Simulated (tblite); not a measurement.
# C3H9BrO2Si: the cost of one run

The runs use tblite 0.8.0 and PySCF 2.14.0, with density-fitted response routines of our own; the level of theory stands in each step. All values are computed, except where a source is named. Atoms count from 0, in the outputs and in this text.

## (1) Starting geometry

16 atoms, charge 0, multiplicity 1; geometry from: force field or distance geometry start.

Bonds of the start (Å): C0–O1 1.39, O1–C2 1.35, C2–O3 1.39, O3–Si4 1.71, Si4–C5 1.85, Si4–Br6 2.24, C0–H7 1.11, C0–H8 1.11, C0–H9 1.12, C2–H10 1.13, C2–H11 1.11, Si4–H12 1.48, C5–H13 1.11, C5–H14 1.12, C5–H15 1.10.

## (2) Relaxing the molecule with GFN2-xTB

What the job is given:

```
{"job": {"kind": "relax", "xc": "GFN2-xTB", "basis": "xTB"}, "charge": 0, "multiplicity": 1}
C      2.809600     0.112200     0.557300
O      2.131900    -0.483800    -0.499200
C      0.873000     0.013600    -0.550000
O      0.163800    -0.222000     0.625500
Si    -1.393300     0.457200     0.399700
C     -2.643100    -0.903200     0.286600
Br    -1.814000     1.965300     1.995200
H      2.264100    -0.096100     1.500400
H      3.834700    -0.274800     0.701700
H      2.772900     1.221800     0.441400
H      0.265900    -0.428900    -1.388800
H      0.819200     1.108200    -0.699700
H     -1.434100     1.152800    -0.909800
H     -2.667700    -1.508500     1.218300
H     -2.343500    -1.619000    -0.520500
H     -3.647000    -0.485800     0.097800
```

Started as:

```
$ OMP_NUM_THREADS=1 python probes_run.py task.json out
```

One launch serves the whole session: the jobs run in the order shown.

**Question.** How long does this first job take on 1 thread of Arm Neoverse V2, shared host, and how much memory does it need?

About 1.6 s, with a peak of 0.18 GiB.
